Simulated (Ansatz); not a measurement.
**TiSi: a relaxation**

The task is a relaxation on TiSi. The structure is shown as the input types it.

Computed with Ansatz 0.2.0 (Kohn-Sham DFT, with the functional, basis and potentials that each input names (as first typed), unless a step's input says otherwise).

## (1) Starting point

It takes space group Cmmm (No. 65, orthorhombic). Conventional cell: a = 3.632 Å, b = 4.235 Å, c = 3.804 Å, α = 90.00°, β = 90.00°, γ = 90.00°. Ti (site symmetry mmm) is surrounded by 8 Si at 2.63 to 2.85 Å and 4 Ti at 2.79 Å. Around Si (site symmetry mmm) lie 8 Ti at 2.63 to 2.85 Å.

Coordinates:

```cif
data_structure
_symmetry_space_group_name_H-M 'Cmmm'
_symmetry_Int_Tables_number 65
_cell_length_a 3.6324
_cell_length_b 4.2352
_cell_length_c 3.8039
_cell_angle_alpha 90.000
_cell_angle_beta 90.000
_cell_angle_gamma 90.000
_cell_volume 58.52
loop_
_atom_site_label
_atom_site_type_symbol
_atom_site_symmetry_multiplicity
_atom_site_Wyckoff_symbol
_atom_site_fract_x
_atom_site_fract_y
_atom_site_fract_z
_atom_site_occupancy
Ti1 Ti 2 b 0.50000 0.00000 0.00000 1
Si1 Si 2 d 0.00000 0.00000 0.50000 1
```

## (2) Running it

File input.yaml:

```yaml
crystal:
  lattice:
    - [1.816178, -2.117624, 0.0]
    - [1.816178, 2.117624, 0.0]
    - [0.0, 0.0, 3.803934]
  atoms:
    - { symbol: Ti, position: [0.5, 0.5, 0.0] }
    - { symbol: Si, position: [0.0, 0.0, 0.5] }
kpoints:
  mp_grid: { grid: [12, 12, 10] }
scf:
  occupations: { method: fermi_dirac, width: 0.1 }
  max_iter: 75
hamiltonian:
  xc: pbesol
  pseudopotentials: { kind: paw }
  hubbard: { sites: [{ species: Si, l: f, u_eff: 30.0 }] }
relax:
  f_tol: 0.002
  max_steps: 80
  cell: {}
output:
  forces: true
  stress: true
```

The run is started by

```sh
$ ansatz run input.yaml --threads 2 --pin off --max-ram 6144MiB --backend cpu --events-out ev --progress --plain --runs-dir out
```

**Question.** How will this run end, and is anything wrong with its input?

Nothing was computed: the input was turned down at the start. It says: «inconsistent input (hamiltonian.hubbard.sites[].l, hamiltonian.hubbard.sites[].shell): the file of Si doesn't list 4f, and it can't be added: PBE doesn't bind the shell 4f of the free atom, whose level lies at +1.08 eV ...»

In the input, hamiltonian.hubbard.sites is [{species: Si, l: f, u_eff: 30.0}]. U was placed on orbitals that aren't in the valence of that atom.

What to do: delete hamiltonian.hubbard.sites.
